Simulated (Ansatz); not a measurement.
# ZrTiN2 (R-3m): equation of state with a fit from a Python script

Where is the equilibrium volume of ZrTiN2 (R-3m), and how stiff is it? Wanted for ZrTiN2 (R-3m): an equation of state with a fit.

All numbers are computed with the Python package of Ansatz 0.2.0. Level of theory: DFT PBEsol, plane waves, PAW.

## Step 1: The system

Symmetry: R-3m, No. 166, trigonal system. Conventional cell: a = 3.148 Å, b = 3.148 Å, c = 15.354 Å, α = 90.00°, β = 90.00°, γ = 120.00°. Zr (site symmetry -3m) is surrounded by 6 N at 2.28 Å. Ti (site symmetry -3m) is surrounded by 6 N at 2.17 Å. Around N (site symmetry 3m) lie 3 Ti at 2.17 Å and 3 Zr at 2.28 Å.

The script holds or builds the structure itself.

## Step 2: The script

The input, run_eos.py:

```python
"""Equation of state of ZrTiN2."""

import warnings

import ansatz as az
import numpy as np
from scipy.optimize import curve_fit

vectors0 = np.array([
    [1.57391, 0.9087, 5.11815],
    [-1.57391, 0.9087, 5.11815],
    [0.0, -1.8174, 5.11815],
])
sites = [
    ("Zr", [0.5, 0.5, 0.5]),
    ("Ti", [0.0, 0.0, 0.0]),
    ("N", [0.74367, 0.74367, 0.74367]),
    ("N", [0.25633, 0.25633, 0.25633]),
]


def make_crystal(cell):
    crystal = az.Crystal(lattice=az.Lattice.of(cell))
    for symbol, position in sites:
        crystal = crystal.atom(symbol, position)
    return crystal

def vinet(v, e0, v0, b0, b1):
    eta = (v / v0) ** (1 / 3)
    return e0 + 2 * b0 * v0 / (b1 - 1) ** 2 * (2 - (5 + 3 * b1 * (eta - 1) - 3 * eta) * np.exp(-1.5 * (b1 - 1) * (eta - 1)))

warnings.simplefilter("ignore", az.DeckWarning)

# uniform scaling of the cell
volumes, energies, pressures = [], [], []
for scale in np.linspace(0.94, 1.06, 7):
    cell = vectors0 * scale ** (1 / 3)
    calc = (
        make_crystal(cell).calculation()
        .functional("pbesol")
        .occupations("Fermi-Dirac", width=0.2)  # fractional filling near the Fermi level
        .basis(500)  # cutoff of the orbital basis
        .kpoints(9, 9, 9)  # the mesh must be finer for metals
        .stress()
    )
    r = calc.run(threads=1).report
    volumes.append(abs(np.linalg.det(cell)) / len(sites))
    energies.append(r["free_energy_ev"] / len(sites))
    pressures.append(np.trace(r["stress_gpa"]) / 3)
    print(f"V = {volumes[-1]:8.4f} A^3/atom  F = {energies[-1]:.5f} eV/atom  P = {pressures[-1]:8.3f} GPa")

guess = (min(energies), volumes[int(np.argmin(energies))], 0.5, 4.5)
(e0, v0, b0, b1), _ = curve_fit(vinet, np.array(volumes), np.array(energies), p0=guess, maxfev=20000)
print(f"Vinet fit: V0 = {v0:.4f} A^3/atom, B0 = {160.21766 * b0:.1f} GPa, B1 = {b1:.2f}")
print("largest residual", round(1000 * float(np.abs(vinet(np.array(volumes), e0, v0, b0, b1) - energies).max()), 3), "meV/atom")
```

## Step 3: Launch

The run is started by

```
$ python run_eos.py
```

Output:

```text
V =  10.3213 A^3/atom  F = -1841.77190 eV/atom  P =    6.800 GPa
V =  10.5409 A^3/atom  F = -1841.77691 eV/atom  P =    0.626 GPa
V =  10.7605 A^3/atom  F = -1841.77391 eV/atom  P =   -4.905 GPa
V =  10.9801 A^3/atom  F = -1841.76373 eV/atom  P =   -9.859 GPa
V =  11.1997 A^3/atom  F = -1841.74712 eV/atom  P =  -14.296 GPa
V =  11.4193 A^3/atom  F = -1841.72475 eV/atom  P =  -18.268 GPa
V =  11.6389 A^3/atom  F = -1841.69723 eV/atom  P =  -21.821 GPa
Vinet fit: V0 = 10.5646 A^3/atom, B0 = 277.6 GPa, B1 = 4.26
largest residual 0.001 meV/atom
```

It took 58 s on 1 thread of Arm Neoverse V1, shared host; peak memory 0.53 GiB.

## Step 4: Run by run

One row for each of the 7 runs:

| run | volume (Å³/atom) | energy from run 2 (meV/atom) | pressure (GPa) | SCF cycles | CPU time (s) |
| --- | --- | --- | --- | --- | --- |
| 1 | 10.321 | 5.01 | 6.80 | 6 | 7.7 |
| 2 | 10.541 | 0.00 | 0.63 | 6 | 8.2 |
| 3 | 10.760 | 3.00 | -4.90 | 6 | 7.4 |
| 4 | 10.980 | 13.18 | -9.86 | 6 | 7.4 |
| 5 | 11.200 | 29.79 | -14.30 | 6 | 7.6 |
| 6 | 11.419 | 52.16 | -18.27 | 6 | 7.4 |
| 7 | 11.639 | 79.68 | -21.82 | 6 | 8 |

Energies are free energies F = E - TS of the smeared occupations. 

## Step 5: Outcome

| quantity | value |
| --- | --- |
| runs compared | 7 |
| range of energy | 79.68 meV/atom |
| lowest point, volume (Å³/atom) | 10.541 |
| equilibrium volume (fit) | 10.56 Å³/atom |
| bulk modulus (fit) | 278 GPa |

A third-order Birch-Murnaghan fit through the 7 points (the script's own form differs a little) has its minimum at 10.56 Å³ an atom, 3.8 % below the typed cell, with a bulk modulus of 278 GPa and dB/dP = 4.3. From that minimum the energy rises by 5.1 meV an atom on the compressed side and 79.7 meV on the expanded side. The window is off centre, so dB/dP is rough. No spin polarisation was allowed. Shape and fractional positions are held along the curve, so the bulk modulus is an upper value where they are free to relax. The mesh is modest for a metal, so energies can be off by several to tens of meV an atom and pressures by half a GPa or more; differences at equal mesh fare better. The smearing is wide enough that free energy and stress hold a thermal part of the electrons. Pressure is positive in compression. At these settings the cell as given stands under about -10 GPa, so it isn't at this functional's equilibrium volume. This cell is a computed structure, which may not be the phase found in nature.
